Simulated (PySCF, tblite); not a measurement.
# C₅H₁₄NPSi: geometry, infrared bands and NMR shifts

Aim: predict the infrared bands and NMR shifts of C₅H₁₄NPSi (`C[C@@H]1[C@@H]([SiH3])P1N(C)C`).

The runs use tblite 0.8.0 and PySCF 2.14.0, with density-fitted response routines of our own; the level of theory stands in each step. All values are computed, except where a source is named. Atoms count from 0, in the outputs and in this text.

## (1) The molecule as given

22 atoms, charge 0, multiplicity 1; geometry from: force field or distance geometry start.

Bonds of the start (Å): C0–C1 1.51, C1–C2 1.51, C2–Si3 1.85, C2–P4 1.80, P4–N5 1.76, N5–C6 1.46, N5–C7 1.46, P4–C1 1.84, C0–H8 1.12, C0–H9 1.13, C0–H10 1.10, C1–H11 1.12, C2–H12 1.12, Si3–H13 1.47, Si3–H14 1.49, Si3–H15 1.46, C6–H16 1.11, C6–H17 1.11, C6–H18 1.10, C7–H19 1.12, C7–H20 1.10, C7–H21 1.12.

## (2) Relaxing the molecule with GFN2-xTB

Job settings and geometry (Å):

```
{"job": {"kind": "relax", "xc": "GFN2-xTB", "basis": "xTB"}, "charge": 0, "multiplicity": 1}
C     -2.131100    -2.039100     0.213900
C     -1.295100    -0.829100     0.566500
C     -1.381900     0.267600    -0.466500
Si    -1.697300     1.939500     0.256000
P      0.210300    -0.567500    -0.456400
N      1.684000     0.098700     0.247300
C      2.730000    -0.908600     0.062600
C      2.126000     1.251700    -0.535000
H     -1.603600    -2.534900    -0.635900
H     -3.134800    -1.628900    -0.101800
H     -2.217400    -2.706000     1.085200
H     -1.288900    -0.493300     1.635000
H     -2.057300     0.036600    -1.331000
H     -2.536400     2.709900    -0.674000
H     -2.546000     1.722100     1.462600
H     -0.496500     2.665900     0.653400
H      2.898500    -0.971800    -1.028800
H      2.356700    -1.905000     0.381900
H      3.668200    -0.652000     0.581300
H      3.146600     1.092200    -0.960900
H      2.118600     2.178900     0.061000
H      1.436900     1.292500    -1.418100
```

Launch:

```console
OMP_NUM_THREADS=1 python probes_run.py task.json out
```

One launch serves the whole session: the jobs run in the order shown.

**Question.** This job is followed by: GFN2-xTB harmonic vibrations, gas phase; GIAO PBE0/pcSseg-1 NMR shielding, non-relativistic, gas phase. What will the session give for the following? strongest single infrared mode (GFN2-xTB); zero-point energy (GFN2-xTB); ¹³C shifts against TMS (PBE0/pcSseg-1, means over atoms taken as alike); ¹H shifts against TMS (PBE0/pcSseg-1, means over atoms taken as alike); ²⁹Si shifts against TMS (PBE0/pcSseg-1); ³¹P shifts against H3PO4 (PBE0/pcSseg-1); ¹⁵N shifts against NH3 (PBE0/pcSseg-1).

The runs gave:

```
                                                               quantity                              value
                              strongest single infrared mode (GFN2-xTB)              2219 cm⁻¹, 360 km/mol
                                           zero-point energy (GFN2-xTB)                     110.5 kcal/mol
¹³C shifts against TMS (PBE0/pcSseg-1, means over atoms taken as alike)         45.1, 32.9, 21.0, 20.7 ppm
 ¹H shifts against TMS (PBE0/pcSseg-1, means over atoms taken as alike)  4.19, 2.32, 1.28, 1.24, -0.36 ppm
                                ²⁹Si shifts against TMS (PBE0/pcSseg-1)                          -72.9 ppm
                               ³¹P shifts against H3PO4 (PBE0/pcSseg-1)                         -105.0 ppm
                                 ¹⁵N shifts against NH3 (PBE0/pcSseg-1)                           35.3 ppm
```

What this shows: Relaxing lowered the energy by 1.486 eV in 138 steps; the close pair that moved most is C2–P4, from 1.798 to 1.857 Å. No mode is imaginary among the 60: a minimum at this level. The strongest single mode, at 2219 cm⁻¹, moves mainly H14. GFN2-xTB is a fitted tight-binding method: band positions and strengths are rough. Its intensities can rank the bands wrongly. At PBE0/pcSseg-1: The largest span, 742 ppm, is at P4, where the paramagnetic term is -546 ppm.
